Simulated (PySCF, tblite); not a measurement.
**C4H5F3O2: a rotation path, then NMR shifts on frames**

Aim: move C4H5F3O2 (`CO/C=C\OC(F)(F)F`) away from its starting geometry and see how NMR shifts follow the geometry.

Programs: tblite 0.8.0 and PySCF 2.14.0, with density-fitted response routines of our own. Each step states its level of theory. These are calculated values for one molecule in the gas phase, unless marked as measured. Atoms count from 0, in the outputs and in this text.

### 1 Starting geometry

14 atoms, charge 0, multiplicity 1; geometry from: GFN2-xTB.

Bonds of the start (Å): C0–O1 1.42, O1–C2 1.34, C2–C3 1.33, C3–O4 1.42, O4–C5 1.31, C5–F6 1.33, C5–F7 1.35, C5–F8 1.35, C0–H9 1.09, C0–H10 1.09, C0–H11 1.09, C2–H12 1.08, C3–H13 1.08.

### 2 The rotation path with GFN2-xTB

What the job is given:

```
{"job": {"kind": "neb", "xc": "GFN2-xTB", "basis": "xTB", "atoms": [8, 5, 4, 3], "turn": 120}, "charge": 0, "multiplicity": 1}
C      2.007531    -0.576415     0.570369
O      1.311649    -0.115711     1.714599
C      0.036844     0.267356     1.589687
C     -0.786278     0.315408     0.547643
O     -0.425347    -0.072656    -0.770080
C     -1.375700     0.046080    -1.668819
F     -0.916379    -0.344926    -2.851583
F     -1.832269     1.304109    -1.819881
F     -2.471174    -0.692778    -1.408181
H      3.009033    -0.826075     0.917074
H      1.531014    -1.463126     0.148935
H      2.064580     0.198183    -0.196300
H     -0.355688     0.590155     2.544537
H     -1.798494     0.663584     0.659834
```

Method: GFN2-xTB climbing-image nudged elastic band, gas phase.

Command:

```bash
OMP_NUM_THREADS=1 python probes_run.py task.json out
```

One launch serves the whole session: the jobs run in the order shown.

The log of the run:

```text
image   E - E0 / eV
  0      -0.0000
  1       0.0096
  2       0.0378
  3       0.0750
  4       0.0920
  5       0.0699
  6       0.0339
  7       0.0086
  8       0.0000
```

It took 2.9 s on 1 thread of Arm Neoverse V1, shared host; peak memory 0.18 GiB.

The final band, with the dihedral F8–C5–O4–C3:

| image | dihedral (°) | energy (eV) | energy (kcal/mol) |
| --- | --- | --- | --- |
| 0 | -60 | 0.000 | 0.0 |
| 1 | -49 | 0.010 | 0.2 |
| 2 | -36 | 0.038 | 0.9 |
| 3 | -19 | 0.075 | 1.7 |
| 4 | 2 | 0.092 | 2.1 |
| 5 | 22 | 0.070 | 1.6 |
| 6 | 39 | 0.034 | 0.8 |
| 7 | 51 | 0.009 | 0.2 |
| 8 | 61 | 0.000 | 0.0 |

### 3 Nuclear shieldings: image 0, PBE0/pcSseg-1

What the job is given:

```
{"job": {"kind": "nmr", "xc": "PBE0", "basis": "pcSseg-1", "pop": false}, "charge": 0, "multiplicity": 1}
C      2.007500    -0.576400     0.570400
O      1.311600    -0.115700     1.714600
C      0.036800     0.267400     1.589700
C     -0.786300     0.315400     0.547600
O     -0.425300    -0.072700    -0.770100
C     -1.375700     0.046100    -1.668800
F     -0.916400    -0.344900    -2.851600
F     -1.832300     1.304100    -1.819900
F     -2.471200    -0.692800    -1.408200
H      3.009000    -0.826100     0.917100
H      1.531000    -1.463100     0.148900
H      2.064600     0.198200    -0.196300
H     -0.355700     0.590200     2.544500
H     -1.798500     0.663600     0.659800
```

With the program's defaults for keys left out, this is: GIAO PBE0/pcSseg-1 NMR shielding, non-relativistic, gas phase.

The log of the run:

```text
coarse grid: 12880 points
cycle   1  E = -604.4171928079  dE =  1.655e+00  |g| = 1.073e+00  |ddm| = 3.287e+00
cycle   2  E = -604.2112378064  dE =  2.060e-01  |g| = 1.586e+00  |ddm| = 1.421e+00
cycle   3  E = -604.6046210799  dE = -3.934e-01  |g| = 1.467e-01  |ddm| = 9.596e-01
cycle   4  E = -604.6074270661  dE = -2.806e-03  |g| = 9.196e-02  |ddm| = 1.727e-01
cycle   5  E = -604.6091514650  dE = -1.724e-03  |g| = 9.813e-03  |ddm| = 7.285e-02
cycle   6  E = -604.6091672268  dE = -1.576e-05  |g| = 4.372e-03  |ddm| = 9.856e-03
cycle   7  E = -604.6091713049  dE = -4.078e-06  |g| = 7.490e-04  |ddm| = 3.214e-03
final grid: 128920 points
cycle   8  E = -604.7018960216  dE = -3.972e-05  |g| = 1.347e-02  |ddm| = 2.423e-02
cycle   9  E = -604.7018596265  dE =  3.640e-05  |g| = 1.991e-02  |ddm| = 1.752e-02
cycle  10  E = -604.7019269787  dE = -6.735e-05  |g| = 1.845e-03  |ddm| = 1.173e-02
cycle  11  E = -604.7019277146  dE = -7.359e-07  |g| = 3.684e-04  |ddm| = 1.736e-03
cycle  12  E = -604.7019277347  dE = -2.012e-08  |g| = 2.038e-04  |ddm| = 3.876e-04
cycle  13  E = -604.7019277433  dE = -8.616e-09  |g| = 3.944e-05  |ddm| = 1.467e-04
cycle  14  E = -604.7019277435  dE = -2.137e-10  |g| = 1.223e-05  |ddm| = 2.620e-05
converged SCF energy = -604.7019277435

GIAO shielding tensors (ppm)
atom      isotropic    diamagn.    paramagn.     s11        s22        s33       span
  0 C      126.350     248.134    -121.784    100.012    102.407    176.630     76.618
  1 O      232.903     392.236    -159.333    114.688    262.535    321.486    206.797
  2 C       47.573     249.315    -201.742    -42.141     76.598    108.262    150.403
  3 C       64.884     256.282    -191.398    -11.831    102.121    104.363    116.194
  4 O      198.246     403.689    -205.443    155.958    216.258    222.520     66.562
  5 C       57.146     236.881    -179.734     50.986     52.160     68.292     17.307
  6 F      248.261     470.082    -221.820    182.681    204.987    357.117    174.436
  7 F      243.706     471.517    -227.811    161.429    207.090    362.599    201.171
  8 F      243.657     471.262    -227.605    161.373    206.995    362.603    201.230
  9 H       27.724      28.336      -0.612     23.692     26.263     33.218      9.526
 10 H       27.461      31.372      -3.911     23.610     27.394     31.379      7.768
 11 H       27.459      31.476      -4.018     23.605     27.397     31.375      7.770
 12 H       25.946      28.886      -2.939     22.335     27.265     28.238      5.903
 13 H       25.897      31.307      -5.409     22.591     24.325     30.776      8.185
```

Run time: 27 s. Hardware: 1 thread of Arm Neoverse V1, shared host; peak memory 0.8 GiB.

Shifts follow as δ = σ(reference) − σ, with reference shieldings (ppm) from runs at the same level and on the same kind of geometry: 1H TMS 31.72, 13C TMS 186.9, 19F CFCl3 170.9, 17O H2O 336.1. The references are single molecules in the gas phase, so shifts against H2O, NH3, PH3, H3PO4 or CFCl3 are not on the usual liquid scales and can be off by tens of ppm. Each atom is listed at this fixed geometry, with no averaging over motion; a spectrum would average atoms that exchange fast.

| atoms | environment | σ (ppm) | δ (ppm) |
| --- | --- | --- | --- |
| C2 | alkene carbon bearing oxygen | 47.6 | 139.4 |
| C5 | CF3 carbon | 57.1 | 129.8 |
| C3 | alkene carbon bearing oxygen | 64.9 | 122.0 |
| C0 | methyl carbon bonded to O | 126.3 | 60.6 |
| H13 | hydrogen on an alkene carbon bearing oxygen | 25.90 | 5.82 |
| H12 | hydrogen on an alkene carbon bearing oxygen | 25.95 | 5.77 |
| H11 | hydrogen on a methyl carbon bonded to O | 27.46 | 4.26 |
| H10 | hydrogen on a methyl carbon bonded to O | 27.46 | 4.26 |
| H9 | hydrogen on a methyl carbon bonded to O | 27.72 | 3.99 |
| O4 | ether oxygen | 198.2 | 137.8 |
| O1 | ether oxygen | 232.9 | 103.2 |
| F8 | fluorine of an OCF3 group | 243.7 | -72.7 |
| F7 | fluorine of an OCF3 group | 243.7 | -72.8 |
| F6 | fluorine of an OCF3 group | 248.3 | -77.3 |

Orbitals, density, ELF and potential are computed afterwards from the orbital file.

Frontier orbitals at PBE0/pcSseg-1, with the share of their density that lies nearest to each atom:

| orbital | energy (eV) | lies on |
| --- | --- | --- |
| HOMO | -6.89 | C3 32 %; O1 24 %; C2 18 % |
| LUMO | 0.60 | C2, C3 about 31 % each; O1 9 %; H12, H13 about 8 % each |

ELF in a plane through or near 10 of the atoms.

Ten even steps from ' ' (0.00) to '@' (1.00):
```
                                                        
                                                        
                                                        
                                                        
                                  ..::--::..            
          ++**::                ..==##%%%%**::          
      ..**@@@@%%::......          --%%++**%%==..        
      ++@@@@@@@@**--**++    ****....++####==..          
      --%%@@@@@@::++++==  --%%##**##..::--              
          ..::--****==..  ::##==--%%::::--..            
            ::**++**++::..::++%%**--::::..              
          ::**@@----%%++**##::::==..                    
          ..++##**++--**--%%::##@@@@==                  
              ..  ==@@@@##::--@@@@@@@@::                
                  %%@@@@@@..  ##@@@@@@::                
                ==@@@@@@@@::    ----..                  
                  ##@@@@##                              
                                                        
                                                        
                                                        
```
The map spans 11.2 Å across and 10.0 Å up, centred on the molecule. Atoms in the plane (x, y in Å): C0 (-2.0, 0.8), O1 (-2.1, -0.6), C2 (-0.9, -1.3), C3 (0.3, -1.0), O4 (0.8, 0.4), C5 (2.1, 0.5), F6 (2.4, 1.8), H9 (-3.0, 1.2), H12 (-1.2, -2.4), H13 (1.1, -1.7).

On the surface of density 0.002 e/bohr³ the electrostatic potential runs, from the 1st to the 99th percentile, from -0.86 V near O1 to 1.29 V near H13.

### 4 Shielding tensors: image 2, PBE0/pcSseg-1

What the job is given:

```
{"job": {"kind": "nmr", "xc": "PBE0", "basis": "pcSseg-1", "pop": false}, "charge": 0, "multiplicity": 1}
C      2.036200    -0.481000     0.554300
O      1.307500    -0.159600     1.724500
C      0.012000     0.155000     1.617100
C     -0.818800     0.223400     0.582700
O     -0.469100    -0.116100    -0.750100
C     -1.378800     0.066000    -1.681600
F     -1.120500    -0.736500    -2.712300
F     -1.403000     1.320600    -2.175900
F     -2.639800    -0.185000    -1.298300
H      3.051800    -0.687200     0.888200
H      1.623600    -1.362300     0.060500
H      2.043300     0.354600    -0.148200
H     -0.398100     0.395900     2.588900
H     -1.846900     0.505500     0.728000
```

Method: GIAO PBE0/pcSseg-1 NMR shielding, non-relativistic, gas phase.

The log of the run:

```text
coarse grid: 12880 points
cycle   1  E = -604.4155220487  dE =  1.652e+00  |g| = 1.073e+00  |ddm| = 3.281e+00
cycle   2  E = -604.2104834895  dE =  2.050e-01  |g| = 1.585e+00  |ddm| = 1.422e+00
cycle   3  E = -604.6031568164  dE = -3.927e-01  |g| = 1.454e-01  |ddm| = 9.603e-01
cycle   4  E = -604.6058623537  dE = -2.706e-03  |g| = 9.213e-02  |ddm| = 1.715e-01
cycle   5  E = -604.6075897394  dE = -1.727e-03  |g| = 9.992e-03  |ddm| = 7.314e-02
cycle   6  E = -604.6076060437  dE = -1.630e-05  |g| = 4.521e-03  |ddm| = 1.008e-02
cycle   7  E = -604.6076103701  dE = -4.326e-06  |g| = 7.461e-04  |ddm| = 3.269e-03
final grid: 128920 points
cycle   8  E = -604.7004039145  dE = -4.031e-05  |g| = 1.339e-02  |ddm| = 2.778e-02
cycle   9  E = -604.7003685614  dE =  3.535e-05  |g| = 1.972e-02  |ddm| = 1.734e-02
cycle  10  E = -604.7004344470  dE = -6.589e-05  |g| = 1.768e-03  |ddm| = 1.146e-02
cycle  11  E = -604.7004351178  dE = -6.709e-07  |g| = 3.722e-04  |ddm| = 1.675e-03
cycle  12  E = -604.7004351385  dE = -2.064e-08  |g| = 2.046e-04  |ddm| = 3.969e-04
cycle  13  E = -604.7004351472  dE = -8.702e-09  |g| = 4.104e-05  |ddm| = 1.501e-04
cycle  14  E = -604.7004351474  dE = -2.356e-10  |g| = 1.217e-05  |ddm| = 2.697e-05
converged SCF energy = -604.7004351474

GIAO shielding tensors (ppm)
atom      isotropic    diamagn.    paramagn.     s11        s22        s33       span
  0 C      126.503     248.142    -121.639    100.098    102.436    176.976     76.878
  1 O      232.920     392.220    -159.300    113.903    263.169    321.689    207.786
  2 C       48.126     249.190    -201.064    -41.105     77.725    107.759    148.864
  3 C       65.535     255.556    -190.022    -10.042    102.255    104.391    114.433
  4 O      200.790     403.708    -202.918    160.226    217.407    224.736     64.510
  5 C       57.247     236.679    -179.432     50.022     54.146     67.574     17.552
  6 F      242.247     469.988    -227.741    174.543    197.245    354.953    180.409
  7 F      235.802     471.192    -235.391    158.178    192.147    357.081    198.903
  8 F      251.504     471.272    -219.768    169.789    226.491    358.232    188.443
  9 H       27.725      28.344      -0.619     23.692     26.255     33.229      9.537
 10 H       27.436      31.360      -3.924     23.530     27.388     31.390      7.860
 11 H       27.523      31.474      -3.951     23.788     27.326     31.456      7.668
 12 H       26.006      28.838      -2.833     22.292     27.331     28.394      6.101
 13 H       25.795      31.362      -5.567     22.021     24.615     30.750      8.728
```

Run time: 21 s. Hardware: 1 thread of Arm Neoverse V1, shared host; peak memory 0.8 GiB.

Key values: δ C2 138.8, C5 129.7, C3 121.4, C0 60.4, H13 5.92, H12 5.71 ppm.

[end of part 1 of 2]
